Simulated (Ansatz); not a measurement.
This was printed by a script on Ansatz 0.2.0 through its Python package, for a ladder of methods at one geometry of CH₇BN₂O, SMILES CNB(N)O. What did the script look like? Use (for the species named): r2scan0, def2-SVP basis, multiplicity 1. The script varies functional: r2scan0, r2scan, cam_b3lyp, lda, revpbe.

```xyz
12

C    -1.3808    0.5553   -0.6131
N    -0.5408   -0.5476   -0.4485
B     0.7068   -0.1108    0.2633
N     1.1672   -0.7149    1.6196
O     1.6354    0.8660   -0.3458
H    -0.9520    1.4067   -1.2482
H    -1.6992    1.0238    0.3650
H    -2.3147    0.2822   -1.1481
H    -0.2514   -0.8695   -1.3529
H     1.1398   -1.7590    1.5102
H     0.2829   -0.5335    2.2879
H     2.2838    0.3460   -0.8554
```

`python run_methods.py` gives:
```text
functional    E (Ha)        dipole (D)   HOMO (eV)  LUMO (eV)
r2scan0       -251.571106     2.327      -6.828     -0.109
r2scan        -251.600239     2.252      -5.381     -1.001
cam_b3lyp     -251.629176     2.288      -7.989      0.791
lda           -249.635418     2.231      -5.074     -1.741
revpbe        -251.667324     2.146      -4.992     -1.345
```

One script that gives this output:

`run_methods.py`:
```python
# -*- coding: utf-8 -*-
"""One geometry of CH7BN2O, method by method."""

from dataclasses import dataclass
from pathlib import Path

import ansatz as az
import numpy as np


@dataclass(frozen=True)
class RunConfig:
    basis_set: str = "def2-SVP"


settings = RunConfig()

GEOMETRY = """
C    -1.38080    0.55530   -0.61310
N    -0.54080   -0.54760   -0.44850
B     0.70680   -0.11080    0.26330
N     1.16720   -0.71490    1.61960
O     1.63540    0.86600   -0.34580
H    -0.95200    1.40670   -1.24820
H    -1.69920    1.02380    0.36500
H    -2.31470    0.28220   -1.14810
H    -0.25140   -0.86950   -1.35290
H     1.13980   -1.75900    1.51020
H     0.28290   -0.53350    2.28790
H     2.28380    0.34600   -0.85540
"""

geometry = az.Crystal.molecule()
for line in GEOMETRY.strip().splitlines():
    symbol, *xyz = line.split()
    geometry = geometry.atom(symbol, [float(v) for v in xyz])

base = geometry.calculation().basis(gaussian=settings.basis_set)

print("functional    E (Ha)        dipole (D)   HOMO (eV)  LUMO (eV)")
for name in ["r2scan0", "r2scan", "cam_b3lyp", "lda", "revpbe"]:
    report = base.functional(name).forces().orbitals().run(runs_dir="runs").report
    lines = Path(report["orbitals_path"]).read_text().splitlines()
    field_of = lambda key: [line.split("=")[1].strip() for line in lines if line.startswith(key)]
    orbitals = [(27.211386 * float(e), s, float(n)) for e, s, n in zip(field_of("Ene="), field_of("Spin="), field_of("Occup="))]
    homo = max(e for e, _, n in orbitals if n > 0.5)
    lumo = min(e for e, _, n in orbitals if n < 0.5)
    dipole = 4.803205 * np.linalg.norm(report["charge_distribution"]["dipole_moment_e_ang"])
    print(f"{name:10s} {report['free_energy_ev'] / 27.211386246:14.6f} {dipole:9.3f} {homo:11.3f} {lumo:10.3f}")
```

Total energies depend on the basis set; only differences at equal settings carry meaning. The geometry is a force-field or estimated start, not a minimum of this method, and the basis set is short of its limit. A lower total doesn't mark the better method: functionals have no common bound, and MP2 and coupled cluster aren't variational. Levels such as HOMO and LUMO are orbital energies: with these approximate functionals they aren't the ionisation energy and electron affinity, and their gap isn't the fundamental gap. The whole script took 23 s on 1 thread of Arm Neoverse V2, with other jobs on the host, peak memory 0.3 GiB.

(A comment or docstring line of the script was reworded after the run, the code is as it ran; lines on the test bed's own set-up are left out of the output.)
